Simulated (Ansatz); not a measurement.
**C2H9NO2Zr: up Jacob's ladder to CCSD(T)**

An exercise on one series of results from a longer session: the logs are not shown, and one member is left open.

Computed with Ansatz 0.2.0, Gaussian basis. Level: functionals in def2-TZVPP, the program's frozen cores in correlated methods.

The runs, in order: LDA (SPW92), PBE-D4, revPBE-D4, BLYP-D4, r2SCAN-D4, B97M-V, PBE0-D4, B3LYP-D4, r2SCANh-D4, r2SCAN0-D4, HSE06-D4, BHLYP-D4, CAM-B3LYP-D4, LC-ωPBE, ωB97X-V, ωB97M-V, B2PLYP, PBE-QIDH; CCSD(T)/def2-SVP; CCSD(T)/def2-TZVPP; MP2/def2-QZVPP; extrapolation to the limit; RPA on PBE.

## Structure used throughout

All runs share one geometry, relaxed beforehand with PBE0-D4 in a triple-zeta def2 set. Zr takes the def2 core potential; no spin-orbit term is included.

SMILES `C[O][Zr]([CH3])([NH2])[OH]`, 15 atoms, charge 0, spin multiplicity 1.

Atoms are counted from 1 here; the program's logs count them from 0.

Bond lengths: C1–O2 1.388 Å, C1–H7 1.096 Å, C1–H8 1.095 Å, C1–H9 1.096 Å, O2–Zr3 1.917 Å, Zr3–C4 2.243 Å, Zr3–N5 2.040 Å, Zr3–O6 1.931 Å, C4–H10 1.096 Å, C4–H11 1.096 Å, C4–H12 1.097 Å, N5–H13 1.011 Å, N5–H14 1.011 Å, O6–H15 0.952 Å. Angles: O2–C1–H7 110.6°, O2–C1–H8 110.5°, O2–C1–H9 111.0°, H7–C1–H8 108.2°, H7–C1–H9 108.2°, H8–C1–H9 108.2°, C1–O2–Zr3 174.3°, O2–Zr3–C4 104.3°, O2–Zr3–N5 109.9°, O2–Zr3–O6 119.2°, C4–Zr3–N5 106.0°, C4–Zr3–O6 105.9°, N5–Zr3–O6 110.3°, Zr3–C4–H10 111.6°, Zr3–C4–H11 111.5°, Zr3–C4–H12 111.0°, H10–C4–H11 107.5°, H10–C4–H12 107.5° and more.

The first run:

Input file in.yaml:

```yaml
crystal:
  periodic: [false, false, false]
  atoms:
    - {symbol: C, position_ang: [-0.520233, -1.011845, 2.474571]}
    - {symbol: O, position_ang: [-0.349914, -0.402468, 1.239178]}
    - {symbol: Zr, position_ang: [-0.054878, 0.594098, -0.372069]}
    - {symbol: C, position_ang: [1.607133, -0.501366, -1.405022]}
    - {symbol: N, position_ang: [-1.679676, 0.434979, -1.595293]}
    - {symbol: O, position_ang: [0.517103, 2.434527, -0.251618]}
    - {symbol: H, position_ang: [-1.566767, -0.952843, 2.793306]}
    - {symbol: H, position_ang: [-0.236770, -2.068479, 2.422476]}
    - {symbol: H, position_ang: [0.098520, -0.528529, 3.238676]}
    - {symbol: H, position_ang: [1.348854, -1.551604, -1.580760]}
    - {symbol: H, position_ang: [1.841251, -0.053313, -2.377100]}
    - {symbol: H, position_ang: [2.523805, -0.482617, -0.802915]}
    - {symbol: H, position_ang: [-2.360375, -0.312161, -1.584446]}
    - {symbol: H, position_ang: [-1.969664, 1.121052, -2.278866]}
    - {symbol: H, position_ang: [0.801611, 3.280577, 0.079884]}
basis:
  gaussian: {orbitals: def2-TZVPP}
hamiltonian: {xc: lda}
output: {orbitals: {seedname: orbitals}}
```

Run with:

```sh
ansatz run in.yaml --threads 2 --pin off --events-out ev --progress --plain --max-ram 20480MiB --backend cuda --devices 0, --max-vram 18GiB
```

Among the steps run: LDA; PBE-D4 (GGA); revPBE-D4 (GGA); BLYP-D4 (GGA); r2SCAN-D4 (meta-GGA); B97M-V (meta-GGA); PBE0-D4 (hybrid); B3LYP-D4 (hybrid); r2SCANh-D4 (hybrid); r2SCAN0-D4 (hybrid); HSE06-D4 (hybrid); BHLYP-D4 (hybrid); CAM-B3LYP-D4 (range-separated); LC-ωPBE (range-separated); ωB97X-V (range-separated); ωB97M-V (range-separated); B2PLYP (double hybrid); PBE-QIDH (double hybrid).

One of the session's tables, all rows but one given; the rest of the session is left out.

It belongs to the step «Orbital energies across the functionals». 

```
  functional  HOMO (eV)  gap (eV)
 LDA (SPW92)      -5.64      4.75
      PBE-D4      -5.49      4.76
   revPBE-D4      -5.42      4.74
     BLYP-D4      -5.36      4.65
   r2SCAN-D4      -5.75      5.35
      B97M-V      -5.84      5.17
     PBE0-D4      -6.82      6.75
    B3LYP-D4      -6.58      6.24
  r2SCANh-D4      -6.25      6.19
  r2SCAN0-D4      -7.00      7.28
    HSE06-D4      -6.41      6.02
    BHLYP-D4          ?         ?
CAM-B3LYP-D4      -8.22      8.73
     LC-ωPBE      -9.63     11.14
     ωB97X-V      -9.26     10.63
     ωB97M-V      -9.15      9.96
```

Q: Estimate the row for BHLYP-D4 from the others.

Worked estimate for «HOMO (eV)». Against the share of exact exchange, BLYP-D4 (0, -5.36), B3LYP-D4 (0.2, -6.58) give a slope of -6.10 per unit share; at 0.5 the line stands at -8.41.

**Answer.** HOMO (eV): -8.05; gap (eV): 8.42. In «HOMO (eV)» the line misses by -0.36.
